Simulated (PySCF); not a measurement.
# C5H10B2Si: electronic excitations

Wanted: the electronic excitations of C5H10B2Si (`BC#CC(=C)BC[SiH3]`), by calculation.

Computed with PySCF 2.14.0, with density-fitted response routines of our own, on a single molecule in the gas phase. Atoms count from 0, in the outputs and in this text.

### Step 1. The starting structure

18 atoms, charge 0, multiplicity 1; geometry from: GFN2-xTB.

Bonds of the start (Å): B0–C1 1.49, C1–C2 1.22, C2–C3 1.41, C3–C4 1.34, C3–B5 1.57, B5–C6 1.55, C6–Si7 1.92, B0–H8 1.17, B0–H9 1.17, C4–H10 1.08, C4–H11 1.08, B5–H12 1.17, C6–H13 1.09, C6–H14 1.09, Si7–H15 1.47, Si7–H16 1.47, Si7–H17 1.46.

### Step 2. TDDFT and polarisability: wB97X-D/def2-SVPD

The job: settings as JSON, then the geometry in Å.

```
{"job": {"kind": "uv", "xc": "wB97X-D", "basis": "def2-SVPD", "nstates": 8, "ntriplets": 3}, "charge": 0, "multiplicity": 1}
B      2.540809     2.205819     0.705583
C      1.878077     0.913310     0.395065
C      1.338890    -0.148217     0.137221
C      0.649334    -1.333123    -0.191027
C      1.232094    -2.527919     0.005615
B     -0.792845    -1.190811    -0.784719
C     -1.414342     0.204405    -1.025892
Si    -2.258589     0.760801     0.604651
H      3.189912     2.735386    -0.113814
H      2.409333     2.689324     1.764714
H      2.228425    -2.628271     0.409573
H      0.718436    -3.441393    -0.242210
H     -1.401510    -2.172179    -0.992361
H     -2.182506     0.219650    -1.798602
H     -0.683226     0.978431    -1.260944
H     -3.290779    -0.204078     0.997242
H     -2.895476     2.057685     0.351701
H     -1.274796     0.887498     1.679922
```

Level: TDDFT wB97X-D/def2-SVPD, vertical, gas phase, core orbitals frozen in the response.

Launch:

```sh
> OMP_NUM_THREADS=1 python probes_run.py task.json out
```

This one command runs all jobs of the session in turn.

What will the session give for the following? lowest singlet (wB97X-D/def2-SVPD); brightest single state of those computed; lowest triplet. Wanted: lowest singlet; brightest single state of those computed; lowest triplet.

As calculated:

```
                                quantity                        value
      lowest singlet (wB97X-D/def2-SVPD)  3.65 eV (339 nm), f = 0.000
brightest single state of those computed  state 8, 6.62 eV, f = 0.594
                          lowest triplet                      3.04 eV
```

What this shows: The lowest singlet, at 3.65 eV, is HOMO→LUMO+1 0.90 and is dark; of the 8 states computed, the strongest absorption comes from state 8 at 6.62 eV (the last computed, so partners may be missing). The lowest triplet lies 0.61 eV below the lowest singlet (triplets in Tamm-Dancoff, singlets in full TDDFT).
